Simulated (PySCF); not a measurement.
# GaSiH7O (SMILES [SiH3][OH+][GaH3-]) at PBE/6-31G(d) (spherical functions)

Aim: the energy change on altering one bond length of GaSiH7O at PBE/6-31G* (spherical functions), from 2 runs. The job is set up through a Python script.

The results are computed with PySCF 2.14.0.

2 further runs of the same task are left out: 2 set aside as unsound or not needed.

### 1 The system as given

GaSiH7O has 10 atoms, charge 0, and is taken as a singlet. As SMILES, `[SiH3][OH+][GaH3-]`. The coordinates come from a PBE0-D4/def2-TZVP relaxation.

Bond lengths: Si1–O2 1.685 Å, O2–Ga3 2.176 Å, Si1–H4 1.485 Å, Si1–H5 1.480 Å, Si1–H6 1.475 Å, O2–H7 0.960 Å, Ga3–H8 1.571 Å, Ga3–H9 1.583 Å, Ga3–H10 1.578 Å. Some angles: Si1–O2–Ga3 118.1°, Si1–O2–H7 117.7°, Ga3–O2–H7 112.1°, O2–Si1–H4 106.7°, O2–Si1–H5 110.5°, O2–Si1–H6 105.9°, O2–Ga3–H8 100.1°, O2–Ga3–H9 92.2°, O2–Ga3–H10 95.6°, H4–Si1–H5 110.0°.

### 2 The energy at PBE/6-31G(d) (spherical functions)

Contents of input.py:

```python
from pyscf import gto, dft

system = gto.M(
    atom='''
Si    -0.915950     1.285203    -2.436424
O     -1.459247    -0.441629     0.184248
Ga     1.666927    -1.041239     2.787724
H     -3.339335     1.398397    -3.845593
H      1.050688     0.076912    -4.015479
H     -0.131525     3.804397    -1.539182
H     -2.501808    -1.917694     0.019086
H      0.579390     0.277034     5.216211
H      3.563268     0.479046     1.044263
H      1.644629    -4.016802     2.590626
''',
    verbose=4,
    spin=0,
    unit='bohr',
    max_memory=1860,
    basis='6-31g*',
)

calc0 = dft.RKS(system, xc='pbe')
calc0.grids.level = 5
calc0.conv_tol = 1e-10
calc0.kernel()
if not calc0.converged:
    calc0 = calc0.newton().run(calc0.mo_coeff, calc0.mo_occ)

e_tot = calc0.e_tot
print('Final energy', e_tot)
```

Run with:

```bash
$ OMP_NUM_THREADS=1 python input.py
```

The log of the run:

```text
PySCF version 2.14.0

[INPUT] num. atoms = 10
[INPUT] num. electrons = 60
[INPUT] charge = 0
[INPUT] spin (= nelec alpha-beta = 2S) = 0
[INPUT] symmetry False subgroup None
[INPUT] Mole.unit = bohr
[INPUT] Symbol           X                Y                Z      unit          X                Y                Z       unit  Magmom
[INPUT]  1 Si    -0.484699866342   0.680100139006  -1.289300056939 AA   -0.915950000000   1.285203000000  -2.436424000000 Bohr   0.0
[INPUT]  2 O     -0.772200257503  -0.233700002481   0.097499842758 AA   -1.459247000000  -0.441629000000   0.184248000000 Bohr   0.0
[INPUT]  3 Ga     0.882099780667  -0.550999949921   1.475200011135 AA    1.666927000000  -1.041239000000   2.787724000000 Bohr   0.0
[INPUT]  4 H     -1.767099981628   0.739999824219  -2.035000178073 AA   -3.339335000000   1.398397000000  -3.845593000000 Bohr   0.0
[INPUT]  5 H      0.556000145387   0.040700077646  -2.124899977728 AA    1.050688000000   0.076912000000  -4.015479000000 Bohr   0.0
[INPUT]  6 H     -0.069600032666   2.013200193692  -0.814500037858 AA   -0.131525000000   3.804397000000  -1.539182000000 Bohr   0.0
[INPUT]  7 H     -1.323899779697  -1.014799962318   0.010099876248 AA   -2.501808000000  -1.917694000000   0.019086000000 Bohr   0.0
[INPUT]  8 H      0.306599984235   0.146600079450   2.760299988550 AA    0.579390000000   0.277034000000   5.216211000000 Bohr   0.0
[INPUT]  9 H      1.885600222000   0.253500226182   0.552600181807 AA    3.563268000000   0.479046000000   1.044263000000 Bohr   0.0
[INPUT] 10 H      0.870300187218  -2.125600079178   1.370900241217 AA    1.644629000000  -4.016802000000   2.590626000000 Bohr   0.0

nuclear repulsion = 256.165782244165
number of shells = 40
number of NR pGTOs = 201
number of NR cGTOs = 78
basis = 6-31g*
ecp = {}

******** <class 'pyscf.dft.rks.RKS'> ********
method = RKS
initial guess = minao
damping factor = 0
level_shift factor = 0
DIIS = <class 'pyscf.scf.diis.CDIIS'>
diis_start_cycle = 1
diis_space = 8
diis_damp = 0
SCF conv_tol = 1e-10
SCF conv_tol_grad = None
SCF max_cycles = 50
direct_scf = True
direct_scf_tol = 1e-13
XC library pyscf.dft.libxc version 7.0.0
    S. Lehtola, C. Steigemann, M. J.T. Oliveira, and M. A.L. Marques.,  SoftwareX 7, 1–5 (2018)
XC functionals = pbe
    J. P. Perdew, K. Burke, and M. Ernzerhof.,  Phys. Rev. Lett. 77, 3865 (1996)
    J. P. Perdew, K. Burke, and M. Ernzerhof.,  Phys. Rev. Lett. 78, 1396 (1997)
    J. P. Perdew, K. Burke, and M. Ernzerhof.,  Phys. Rev. Lett. 77, 3865 (1996)
    J. P. Perdew, K. Burke, and M. Ernzerhof.,  Phys. Rev. Lett. 78, 1396 (1997)
radial grids:
    Treutler-Ahlrichs [JCP 102, 346 (1995); DOI:10.1063/1.469408] (M4) radial grids

becke partition: Becke, JCP 88, 2547 (1988); DOI:10.1063/1.454033
pruning grids: <function nwchem_prune>
grids dens level: 5
symmetrized grids: False
atomic radii adjust function: <function treutler_atomic_radii_adjust>
small_rho_cutoff = 0
Set gradient conv threshold to 1e-05
Initial guess from minao.
tot grids = 296592
init E= -2292.33365190507
  HOMO = -0.304198970367938  LUMO = -0.0834949072415285  gap/eV = 6.00566
cycle= 1 E= -2292.80339714126  delta_E= -0.47  |g|= 0.926  |ddm|= 2.66
  HOMO = -0.162423010511972  LUMO = -0.0360077165600003  gap/eV = 3.43994
cycle= 2 E= -2292.40577666499  delta_E= 0.398  |g|= 1.76  |ddm|= 1.61
  HOMO = -0.228639066773477  LUMO = -0.064792472428981  gap/eV = 4.45849
cycle= 3 E= -2292.91550851381  delta_E= -0.51  |g|= 0.256  |ddm|= 1.33
  HOMO = -0.232087740907309  LUMO = -0.0554657267767125  gap/eV = 4.80613
cycle= 4 E= -2292.92770279588  delta_E= -0.0122  |g|= 0.0654  |ddm|= 0.221
  HOMO = -0.238553058278796  LUMO = -0.0559867842263859  gap/eV = 4.96788
cycle= 5 E= -2292.92817840732  delta_E= -0.000476  |g|= 0.0131  |ddm|= 0.0523
  HOMO = -0.237105222166724  LUMO = -0.0565333613383889  gap/eV = 4.91361
cycle= 6 E= -2292.92822849251  delta_E= -5.01e-05  |g|= 0.00187  |ddm|= 0.0179
  HOMO = -0.236923325306638  LUMO = -0.0563573275994274  gap/eV = 4.91345
cycle= 7 E= -2292.92822975513  delta_E= -1.26e-06  |g|= 0.000399  |ddm|= 0.00317
  HOMO = -0.236921104363627  LUMO = -0.0563743522995539  gap/eV = 4.91293
cycle= 8 E= -2292.9282298026  delta_E= -4.75e-08  |g|= 8.03e-05  |ddm|= 0.000546
  HOMO = -0.236930755126413  LUMO = -0.0563794704037974  gap/eV = 4.91305
cycle= 9 E= -2292.92822980434  delta_E= -1.75e-09  |g|= 7.67e-06  |ddm|= 0.000103
  HOMO = -0.236930318611663  LUMO = -0.0563795602371515  gap/eV = 4.91304
cycle= 10 E= -2292.92822980436  delta_E= -1.27e-11  |g|= 1.25e-06  |ddm|= 1.34e-05
  HOMO = -0.236930295526737  LUMO = -0.0563795099590165  gap/eV = 4.91304
Extra cycle  E= -2292.92822980436  delta_E= 1.82e-12  |g|= 1.14e-06  |ddm|= 3.64e-06
converged SCF energy = -2292.92822980436
Final energy -2292.928229804356
```

Wall time 21 s (1 thread of Intel Xeon at 2.70GHz, shared host); peak memory 0.41 GiB.

### 3 The distorted shape, same level

Contents of job.py:

```python
from pyscf import gto, dft

molecule = gto.M(
    atom=[
    ('Si', (-0.816792, -0.386419, -1.669154)),
    ('O', (-1.104292, -1.300219, -0.282354)),
    ('Ga', (0.550008, -1.617519, 1.095346)),
    ('H', (-2.099192, -0.326519, -2.414854)),
    ('H', (0.223908, -1.025819, -2.504754)),
    ('H', (-0.069600, 2.013200, -0.814500)),
    ('H', (-1.655992, -2.081319, -0.369754)),
    ('H', (-0.025492, -0.919919, 2.380446)),
    ('H', (1.553508, -0.813019, 0.172746)),
    ('H', (0.538208, -3.192119, 0.991046)),
],
    spin=0,
    basis='6-31g*',
    max_memory=1860,
    charge=0,
    verbose=4,
)

mf = dft.RKS(molecule)
mf.xc = 'pbe'
mf.conv_tol = 1e-10
mf.grids.level = 5
mf.kernel()
if not mf.converged:
    mf = mf.newton().run(mf.mo_coeff, mf.mo_occ)

e_tot = mf.e_tot
print('Final energy', e_tot)
```

Run with:

```bash
$ OMP_NUM_THREADS=1 python job.py
```

The log of the run:

```text
PySCF version 2.14.0

[INPUT] num. atoms = 10
[INPUT] num. electrons = 60
[INPUT] charge = 0
[INPUT] spin (= nelec alpha-beta = 2S) = 0
[INPUT] symmetry False subgroup None
[INPUT] Mole.unit = angstrom
[INPUT] Symbol           X                Y                Z      unit          X                Y                Z       unit  Magmom
[INPUT]  1 Si    -0.816792000000  -0.386419000000  -1.669154000000 AA   -1.543513180736  -0.730226079328  -3.154243919722 Bohr   0.0
[INPUT]  2 O     -1.104292000000  -1.300219000000  -0.282354000000 AA   -2.086809441548  -2.457057811956  -0.533571730175 Bohr   0.0
[INPUT]  3 Ga     0.550008000000  -1.617519000000   1.095346000000 AA    1.039364486320  -3.056667911280   2.069903951638 Bohr   0.0
[INPUT]  4 H     -2.099192000000  -0.326519000000  -2.414854000000 AA   -3.966897962878  -0.617031484467  -4.563412690810 Bohr   0.0
[INPUT]  5 H      0.223908000000  -1.025819000000  -2.504754000000 AA    0.423124797099  -1.938516963375  -4.733299069409 Bohr   0.0
[INPUT]  6 H     -0.069600000000   2.013200000000  -0.814500000000 AA   -0.131524938270   3.804396633974  -1.539181928458 Bohr   0.0
[INPUT]  7 H     -1.655992000000  -2.081319000000  -0.369754000000 AA   -3.129371344471  -3.933122887854  -0.698733793462 Bohr   0.0
[INPUT]  8 H     -0.025492000000  -0.919919000000   2.380446000000 AA   -0.048172898367  -1.738394966784   4.498390994316 Bohr   0.0
[INPUT]  9 H      1.553508000000  -0.813019000000   0.172746000000 AA    2.935704652321  -1.536383244068   0.326442629114 Bohr   0.0
[INPUT] 10 H      0.538208000000  -3.192119000000   0.991046000000 AA    1.017065718050  -6.032230667021   1.872805516846 Bohr   0.0

nuclear repulsion = 252.604081071017
number of shells = 40
number of NR pGTOs = 201
number of NR cGTOs = 78
basis = 6-31g*
ecp = {}

******** <class 'pyscf.dft.rks.RKS'> ********
method = RKS
initial guess = minao
damping factor = 0
level_shift factor = 0
DIIS = <class 'pyscf.scf.diis.CDIIS'>
diis_start_cycle = 1
diis_space = 8
diis_damp = 0
SCF conv_tol = 1e-10
SCF conv_tol_grad = None
SCF max_cycles = 50
direct_scf = True
direct_scf_tol = 1e-13
XC library pyscf.dft.libxc version 7.0.0
    S. Lehtola, C. Steigemann, M. J.T. Oliveira, and M. A.L. Marques.,  SoftwareX 7, 1–5 (2018)
XC functionals = pbe
    J. P. Perdew, K. Burke, and M. Ernzerhof.,  Phys. Rev. Lett. 77, 3865 (1996)
    J. P. Perdew, K. Burke, and M. Ernzerhof.,  Phys. Rev. Lett. 78, 1396 (1997)
    J. P. Perdew, K. Burke, and M. Ernzerhof.,  Phys. Rev. Lett. 77, 3865 (1996)
    J. P. Perdew, K. Burke, and M. Ernzerhof.,  Phys. Rev. Lett. 78, 1396 (1997)
radial grids:
    Treutler-Ahlrichs [JCP 102, 346 (1995); DOI:10.1063/1.469408] (M4) radial grids

becke partition: Becke, JCP 88, 2547 (1988); DOI:10.1063/1.454033
pruning grids: <function nwchem_prune>
grids dens level: 5
symmetrized grids: False
atomic radii adjust function: <function treutler_atomic_radii_adjust>
small_rho_cutoff = 0
Set gradient conv threshold to 1e-05
Initial guess from minao.
tot grids = 296592
init E= -2292.21127724155
  HOMO = -0.239046026940067  LUMO = -0.13082093288973  gap/eV = 2.94495
cycle= 1 E= -2292.68306538369  delta_E= -0.472  |g|= 0.929  |ddm|= 2.66
  HOMO = -0.181726636233226  LUMO = -0.132134577360774  gap/eV = 1.34947
cycle= 2 E= -2292.20521266772  delta_E= 0.478  |g|= 1.85  |ddm|= 1.72
  HOMO = -0.229952993231392  LUMO = -0.136113122743978  gap/eV = 2.55351
cycle= 3 E= -2292.7957189224  delta_E= -0.591  |g|= 0.296  |ddm|= 1.42
  HOMO = -0.232016591430823  LUMO = -0.135815065295913  gap/eV = 2.61778
cycle= 4 E= -2292.81140036636  delta_E= -0.0157  |g|= 0.0756  |ddm|= 0.257
  HOMO = -0.234814377569351  LUMO = -0.136028717986126  gap/eV = 2.68809
cycle= 5 E= -2292.80984217678  delta_E= 0.00156  |g|= 0.0614  |ddm|= 0.166
  HOMO = -0.2360469305482  LUMO = -0.137755612905687  gap/eV = 2.67464
cycle= 6 E= -2292.81205156854  delta_E= -0.00221  |g|= 0.0265  |ddm|= 0.154
  HOMO = -0.234976207195083  LUMO = -0.137360222157256  gap/eV = 2.65627
cycle= 7 E= -2292.81250943135  delta_E= -0.000458  |g|= 0.00143  |ddm|= 0.0445
  HOMO = -0.234978508952409  LUMO = -0.137315647435361  gap/eV = 2.65754
cycle= 8 E= -2292.81251011468  delta_E= -6.83e-07  |g|= 0.000362  |ddm|= 0.00234
  HOMO = -0.23495555176692  LUMO = -0.137300316241165  gap/eV = 2.65733
cycle= 9 E= -2292.81251016786  delta_E= -5.32e-08  |g|= 7.87e-05  |ddm|= 0.000695
  HOMO = -0.234967500178998  LUMO = -0.137311774291087  gap/eV = 2.65735
cycle= 10 E= -2292.81251017135  delta_E= -3.48e-09  |g|= 1.24e-05  |ddm|= 0.000153
  HOMO = -0.234966310992077  LUMO = -0.137309426523078  gap/eV = 2.65738
cycle= 11 E= -2292.81251017139  delta_E= -4.46e-11  |g|= 4.39e-06  |ddm|= 2.19e-05
  HOMO = -0.234966385787283  LUMO = -0.137310308879753  gap/eV = 2.65736
Extra cycle  E= -2292.81251017131  delta_E= 7.73e-11  |g|= 1.05e-05  |ddm|= 2.52e-05
converged SCF energy = -2292.81251017131
Final energy -2292.8125101713126
```

Wall time 21 s (1 thread of Intel Xeon at 2.70GHz, shared host); peak memory 0.41 GiB.

### 4 Summary of results

Level: PBE/6-31G* (spherical functions).

```
                                                          quantity           value
                                         first shape: total energy  -2292.92823 Eh
                                        first shape: dipole moment          3.77 D
                                          first shape: HOMO energy        -6.45 eV
                                          first shape: LUMO energy        -1.53 eV
                                        first shape: HOMO–LUMO gap         4.91 eV
                                     distorted shape: total energy  -2292.81251 Eh
                                    distorted shape: dipole moment          4.28 D
                                      distorted shape: HOMO energy        -6.39 eV
                                      distorted shape: LUMO energy        -3.74 eV
                                    distorted shape: HOMO–LUMO gap         2.66 eV
energy change with the Si1–H6 bond stretched from 1.475 to 2.655 Å        3.149 eV
```

In words: With the Si1–H6 bond stretched from 1.475 to 2.655 Å the energy rises by 3.15 eV (304 kJ/mol). The first shape isn't relaxed at this level, so the change isn't measured from a minimum. Mulliken charges (first shape) run from -0.66 on O2 to +0.50 on Si1; they depend strongly on the basis.
